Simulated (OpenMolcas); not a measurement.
# Ta³⁺ with 5 ligands (bromide): CASSCF and CASPT2 levels and susceptibility

Which state of Ta³⁺ lies lowest among these ligands, how large is the field, and what χT follows?

Method: state-averaged CASSCF and CASPT2, spin-orbit coupling by RASSI with atomic mean-field integrals. Code: OpenMolcas 26.06.

## (1) The atom as given

| Item | Value |
| --- | --- |
| Species | Ta³⁺ (tantalum, Z = 73, 70 electrons) |
| Basis | ANO-RCC-VDZP [7s6p4d2f1g], 203 functions with the ligands |
| Scalar Hamiltonian | DKH2, point nucleus |
| Inactive shells | 1s 2s 2p 3s 3p 3d 4s 4p 4d 4f 5s 5p of the metal, and all ligand shells |
| Active space | 2 electrons in 5 orbitals (5d) |
| Some configurations of this space | 5d2 |
| Orbitals | optimised for each spin and parity, averaged over all roots |

Outer shells as boxes (Hund's rule):

5d2
```
5d [↑ ][↑ ][  ][  ][  ]
```

Ta³⁺ is taken with 5 ligands (bromide) in trigonal bipyramid coordination (D3h) at 2.73 Å, the axial distance 2.948 Å. A charge of +0.4 e stands 2.8 Å behind each ligand. Ligand basis ANO-RCC-VDZP. The distances are assumed, not relaxed.

```xyz
6

Ta    0.0000    0.0000    0.0000
Br    2.7300    0.0000    0.0000
Br   -1.3650    2.3642    0.0000
Br   -1.3650   -2.3642    0.0000
Br    0.0000    0.0000    2.9484
Br    0.0000    0.0000   -2.9484
```

The work runs as a chain of OpenMolcas steps in one folder; each step below is one input file. The outputs are cut to the sections that carry results. Labels, J, g values, rates, χT and fits are worked out afterwards by a script from the matrices that RASSI stores.

## (2) One- and two-electron integrals

The input, a.inp:

```
&GATEWAY
Coord
6

Ta 0.0 0.0 0.0
Br 2.730000 0.000000 0.000000
Br -1.365000 2.364249 0.000000
Br -1.365000 -2.364249 0.000000
Br 0.000000 0.000000 2.948400
Br 0.000000 0.000000 -2.948400
Basis=Ta.ANO-RCC-VDZP,Br.ANO-RCC-VDZP
Group=NoSym
NoMove
AngMom=0.0 0.0 0.0
AMFI
RICD
XField
5 Angstrom 0
5.530000 0.000000 0.000000 0.400000
-2.765000 4.789120 0.000000 0.400000
-2.765000 -4.789120 0.000000 0.400000
0.000000 0.000000 5.748400 0.400000
0.000000 0.000000 -5.748400 0.400000
&SEWARD
```

Launch:

```console
> OMP_NUM_THREADS=1 MOLCAS_MEM=2457 MOLCAS_PROJECT=a pymolcas a.inp > a.log
```

## (3) CASSCF: triplets, 10 roots

The input, a.inp:

```
&RASSCF
FileOrb=start.orb
Symmetry=1
Spin=3
nActEl=2 0 0
Inactive=124
Ras2=5
CIRoot=10 10 1
SDav=10
CIMx=300
Iter=150 100
PrWF=0.3
OrbListing=Nothing
MaxOrb=0
LevShft=1.0
>>> COPY $Project.JobIph JOB001
```

start.orb holds start orbitals that the driver prepared beforehand, or those of the step before.

## (4) CASSCF: singlets, 15 roots

The input, a.inp:

```
&RASSCF
FileOrb=start.orb
Symmetry=1
Spin=1
nActEl=2 0 0
Inactive=124
Ras2=5
CIRoot=15 15 1
SDav=15
CIMx=300
Iter=150 100
PrWF=0.3
OrbListing=Nothing
MaxOrb=0
LevShft=1.0
>>> COPY $Project.JobIph JOB002
```

## (5) State interaction with spin-orbit coupling

The input, a.inp:

```
&RASSI
NrOfJobIphs=2 10 15
1 2 3 4 5 6 7 8 9 10
1 2 3 4 5 6 7 8 9 10 11 12 13 14 15
IphNames
JOB001
JOB002
EJob
SpinOrbit
DIPRint=1.0
SOCoupling=1000.0
Subsets=2
Property=9
'ANGMOM' 1 'ANGMOM' 2 'ANGMOM' 3 'MLTPL  1' 1 'MLTPL  1' 2 'MLTPL  1' 3
'AMFI' 1 'AMFI' 2 'AMFI' 3
SOProperty=3
'ANGMOM' 1 'ANGMOM' 2 'ANGMOM' 3
```

## (6) CASPT2: IPEA 0.25, imaginary shift 0.1 (97 orbitals frozen, the lowest in energy)

The input, a.inp:

```
>>> COPY JOB001 $Project.JobIph
&CASPT2
Multistate=10 1 2 3 4 5 6 7 8 9 10
NoMult
Frozen=97
IPEA=0.25
Imaginary=0.1
MaxIter=60
WThr=0.0 0.3 0.05
PrWF=0.5
NoMix
>>> COPY JOB002 $Project.JobIph
&CASPT2
Multistate=15 1 2 3 4 5 6 7 8 9 10 11 12 13 14 15
NoMult
Frozen=97
IPEA=0.25
Imaginary=0.1
MaxIter=60
WThr=0.0 0.3 0.05
PrWF=0.5
NoMix
```

(Steps that only read results are left out.)

What does the calculation give? Wanted: spin-free ground state; first state of the same spin within the active space; lowest level; next level.

As calculated:

```
                                            quantity                                                                                 value
                                              method  SS-CASPT2, IPEA 0.25, imaginary shift 0.1 (97 orbitals frozen, the lowest in energy)
                              spin-free ground state                                                       3A2, 1-fold in its orbital part
first state of the same spin within the active space                                                                      3A1 at 3400 cm⁻¹
                                        lowest level                                                                             1-fold A1
                                          next level                                                                            751.0 cm⁻¹
                                         χT at 300 K                                                                        0.08 cm³ K/mol
                           effective moment at 300 K                                                                               0.80 μB
```

Cost by method:

| method | time of its own steps | time with the reference |
| --- | --- | --- |
| A. CASSCF | 4.3 min | 4.3 min |
| B. SS-CASPT2, IPEA 0.25, imaginary shift 0.1 (97 orbitals frozen, the lowest in energy) | 13 min | 18 min |

Times are of one thread on a shared host.

In words: The spin-free ground state (3A2) is 1-fold and keeps the highest spin of the shell. χT at 300 K is 0.08, against 1.00 cm³ K/mol for the spin alone, so orbital moment, zero-field splitting or mixing of spin states lowers it. CASPT2 does not keep the components of a term degenerate, and the means are used. The frozen orbitals are chosen by energy, so an outer shell of the metal can be frozen while a deeper shell elsewhere is correlated. The bonds are covalent and no ligand orbital is active, so the numbers are rough.
